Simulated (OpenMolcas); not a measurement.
# H₂⁻ in OpenMolcas, from active space to Ω levels

Aim: the low electronic states of H₂⁻, first without spin–orbit coupling and then as Ω levels, at one distance and along the bond.

Method: SA-CASSCF(3,2), XMS-CASPT2, RASSI; ANO-RCC-VTZP; program: OpenMolcas 26.06.

All values are calculated.

**1. Set-up**

C2 symmetry about the axis (a holds Σ, Δ, Γ; b holds Π, Φ, H; Σ⁺ and Σ⁻ are not told apart); roots by multiplicity and irrep: 2a 1.

Active shells: H 1s, H 1s.

m.inp reads:

```
&GATEWAY
Coord
2
angstrom
H 0.0 0.0 0.0
H 0.0 0.0 0.8640
Basis=ANO-RCC-VTZP
Group=XY
RX2C
AMFI
ANGMom
0.0 0.0 0.0
RICD
&SEWARD
&GUESSORB
&RASSCF
FileOrb=$CurrDir/o21.orb
Symmetry=1
Spin=2
nActEl=3 0 0
Inactive=0 0
RAS2=2 0
CIRoot=1 1 1
Linear
Iterations=120 100
OrbListing=Nothing
PRWF=0.15
>>COPY $Project.RasOrb $CurrDir/o21.orb
>>COPY $Project.rasscf.h5 $CurrDir/r21.h5
&CASPT2
XMultistate=all
Imaginary=0.2
IPEA=0.25
MaxIter=40
>>COPY $Project.JobMix JOB001
&RASSI
Nr of JobIphs=1 1
1
SpinOrbit
EJob
Omega
MEES
MESO
Properties=4
'AngMom' 3 'Mltpl  1' 1 'Mltpl  1' 2 'Mltpl  1' 3
Thrs=1.0d-4
>>COPY $Project.rassi.h5 $CurrDir/so.h5
```

Each module block was a call of its own in one work directory; start orbitals came from a preliminary run.

The run is started by

```bash
$ pymolcas m.inp
```

**2. CASSCF and CASPT2, block by block**

Output, in excerpt:

```text
++    Wave function specifications:
      Number of closed shell electrons           0
      Number of electrons in active shells       3
      Number of inactive orbitals                0
      Number of active orbitals                  2
      Number of secondary orbitals              26
      Spin quantum number                      0.5
      State symmetry                             1
++    Orbital specifications:
      Symmetry species                           1   2
                                                 a   b
      Frozen orbitals                            0   0
      Inactive orbitals                          0   0
      Active orbitals                            2   0
      RAS2 orbitals                              2   0
      Secondary orbitals                        14  12
      Number of basis functions                 16  12
      printout of CI-coefficients larger than  0.15 for root  1
      energy=      -1.060868
      conf/sym  11     Coeff  Weight
             2  u2  -1.00000 1.00000
      Natural orbitals and occupation numbers for root  1
      sym 1:   1.000000   2.000000
      RASSCF energy for state  1                     -1.06086785
::    RASSCF root number  1 Total energy:     -1.06086785
      Von Neumann Entropy (Root   1) =  0.50000
++    Wave function specifications:
      Number of closed shell electrons           0
      Number of electrons in active shells       3
      Number of inactive orbitals                0
      Number of active orbitals                  2
      Number of secondary orbitals              26
      Spin quantum number                      0.5
      State symmetry                             1
      Number of CSFs                             2
      Number of CASSCF root(s) available         1
      CASPT2 state passed to geometry opt.       1
      A file JOBMIX will be created
      This is a CASSCF or RASSCF reference function
  FINAL CASPT2 RESULT:
      Reference energy:          -1.0608678536
      E2 (Non-variational):      -0.0347951608
      Shift correction:          -0.0002790317
      E2 (Variational):          -0.0350741925
      Total energy:              -1.0959420462
[... the kept output breaks off here ...]
```

Spin-free states (degenerate pairs once).

```tsv
state	CASSCF root of the same rank (eV)	XMS-CASPT2 (eV)
(1)2Σ	0.00	0.000
```

State-averaged natural occupations by block (full and empty orbitals left out): 2a: 1.00. Reference weights stay at 0.986.

**3. Spin–orbit coupling by RASSI**

RASSI output, in excerpt:

```text
[... earlier lines were not kept ...]
  SPIN-FREE ENERGIES:
  (Shifted by EMIN (a.u.) =         -1.0959420462)
 SF State       Relative EMIN(au)   Rel lowest level(eV)    D:o, cm**(-1)      Abs_M
     1             0.0000000000        0.0000000000              0.0000         0.0
++ Dipole transition strengths (spin-free states):
     for osc. strength at least  1.00000000E-05
  ( Max oscillator strength is only    0.0000000000000000      )
 Electric-quadrupole - electric-quadrupole not included
 Electric-dipole - electric-octupole not included
 Electric-dipole - magnetic-quadrupole not included
   Eigenvalues of complex Hamiltonian:
  (Shifted by EMIN (a.u.) =         -1.0959420462)
 SO State       Relative EMIN(au)   Rel lowest level(eV)    D:o, cm**(-1)      Omega
     1             0.0000000000        0.0000000000              0.0000         0.5
     2             0.0000000000        0.0000000000              0.0000         0.5
 Weights of the five most important spin-orbit-free states for each spin-orbit state.
 SO State  Total energy (au)           Spin-free states, spin, and weights
    1         0.000000       1 0.5  1.0000
[... the kept output breaks off here ...]
```

Wall time 1.7 s (1 thread, shared host).

Levels:

| Ω | energy (cm⁻¹) | parentage | f from lowest |
| --- | --- | --- | --- |
| 1/2 | 0 | 100% (1)2Σ | 0 |

**4. Along the bond: spin-free states**

The same input was run at the other distances; those logs are left out. Energies in eV from the lowest point of the curves kept. Curves are followed by energy order within each symmetry, so they can change character at crossings; Σ⁺ and Σ⁻ are counted together.

```
R (Å)  (1)2Σ
0.743  0.000
0.786  0.011
0.825  0.060
0.864  0.138
0.907  0.246
0.950  0.371
1.011  0.558
1.089  0.798
1.210  1.131
1.382  1.473
1.642  1.757
1.987  1.968
2.592  2.241
```

**5. Along the bond: spin–orbit levels**

Energies in eV from the lowest point of the curves kept. Curves are followed by energy order within each symmetry, so they can change character at crossings; levels whose Ω could not be read are left out of the count.

```csv
R (Å),(1)Ω=1/2
0.743,0.000
0.786,0.011
0.825,0.060
0.864,0.138
0.907,0.246
0.950,0.371
1.011,0.558
1.089,0.798
1.210,1.131
1.382,1.473
1.642,1.757
1.987,1.968
2.592,2.241
```

All 13 distances took 24 s on 1 thread, shared host.

**6. Summary of results**

```
                       quantity                 value
         lowest spin-free state                 (1)2Σ
                   lowest level  Ω = 1/2, 100 % (1)2Σ
lowering by spin–orbit coupling                0 cm⁻¹
```

At 0.864 Å the lowest computed level has Ω = 1/2 and is 100 % (1)2Σ. For an anion a finite basis holds the extra electron even where it would leave, so these states may be resonances, unbound against the neutral molecule, as H2− is near this distance. g and u states are not told apart. Only the spin multiplicities and numbers of roots in the input were computed, so the list of states is not complete and the lowest one found need not be the ground state; labels number the states computed.
